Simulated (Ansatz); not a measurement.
# CuH4NO: basis-set convergence

Aim: see how fast density functionals converge with the basis set for CuH4NO.

The runs use Ansatz 0.2.0, Gaussian basis; one geometry, several basis sets.

The runs, in order: PBE0-D4/def2-SVP; ωB97M-V/def2-SVP; PBE0-D4/def2-QZVPP; ωB97M-V/def2-QZVPP; the functionals' def2-TZVPP values are taken from earlier runs.

1 further run of the same task is left out (it didn't finish).

**1. The relaxed structure**

All runs share one geometry, relaxed beforehand with PBE0-D4 in a triple-zeta def2 set.

7 atoms, charge 0, spin multiplicity 1.

Atoms are counted from 1 here; the program's logs count them from 0.

Bond lengths: N1–Cu2 1.815 Å, N1–H4 1.016 Å, N1–H5 1.017 Å, Cu2–O3 1.961 Å, O3–H6 0.963 Å, O3–H7 0.963 Å. Angles: Cu2–N1–H4 111.1°, Cu2–N1–H5 110.6°, H4–N1–H5 105.0°, N1–Cu2–O3 175.0°, Cu2–O3–H6 112.8°, Cu2–O3–H7 112.6°, H6–O3–H7 107.0°.

**2. PBE0-D4 in def2-SVP**

File in.yaml:

```yaml
crystal:
  periodic: [false, false, false]
  atoms:
    - {symbol: N, position_ang: [-1.318567, 1.210277, -0.575156]}
    - {symbol: Cu, position_ang: [-0.133489, -0.024231, 0.029505]}
    - {symbol: O, position_ang: [1.071931, -1.470626, 0.576745]}
    - {symbol: H, position_ang: [-0.841477, 2.042325, -0.911651]}
    - {symbol: H, position_ang: [-1.912606, 1.536561, 0.182649]}
    - {symbol: H, position_ang: [1.182238, -2.141704, -0.105307]}
    - {symbol: H, position_ang: [1.951969, -1.152602, 0.803194]}
basis:
  gaussian: {orbitals: def2-SVP}
hamiltonian: {xc: pbe0, dispersion: d4}
output: {orbitals: {seedname: orbitals}}
```

The runs that follow: ωB97M-V in def2-SVP; PBE0-D4 in def2-QZVPP; ωB97M-V in def2-QZVPP.

Before running them: what should the planned runs give, taken together? Wanted: PBE0-D4: double and triple zeta above quadruple; ωB97M-V: double and triple zeta above quadruple.

As calculated:

| quantity | value |
| --- | --- |
| PBE0-D4: double and triple zeta above quadruple | 12.75, 1.40 eV |
| ωB97M-V: double and triple zeta above quadruple | 12.84, 1.36 eV |

What this shows: For PBE0-D4 the step from double to triple zeta gains 11.35 eV and the next only 1.40 eV. These are total energies; as a rule much of such shifts cancels in differences, which this series doesn't test.
